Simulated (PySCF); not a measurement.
# GeH4: the cost of one run

Method: relaxation, HF, 6-31g*, and further levels as typed in the inputs, in PySCF 2.14.0.

## (1) Starting point

Bond lengths: Ge1–H2 1.520 Å, Ge1–H3 1.520 Å, Ge1–H4 1.520 Å, Ge1–H5 1.520 Å. Angles: H2–Ge1–H3 109.5°, H2–Ge1–H4 109.5°, H2–Ge1–H5 109.5°, H3–Ge1–H4 109.5°, H3–Ge1–H5 109.5°, H4–Ge1–H5 109.5°.

As a file:

```xyz
5

Ge    0.0000    0.0000    0.0000
H     0.8776    0.8776    0.8776
H     0.8776   -0.8776   -0.8776
H    -0.8776    0.8776   -0.8776
H    -0.8776   -0.8776    0.8776
```

## (2) Relaxation: GeH4

Input file run.py:

```python
from pyscf import gto, scf
from pyscf.geomopt.geometric_solver import optimize
mol = gto.M(atom="mol.xyz", basis="6-31g*", verbose=4)
mf = scf.RHF(mol).run(conv_tol=1e-9)
m = optimize(mf, maxsteps=60)
print("optimised structure (A):")
for k in range(m.natm): print(m.atom_symbol(k), *(f"{x:.8f}" for x in m.atom_coords(unit="A")[k]))
```

Launch:

```
python run.py
```

**Question.** How long does this run take on 4 threads of Intel Xeon Platinum 8559C (Emerald Rapids), shared host?

About 6.8 s.
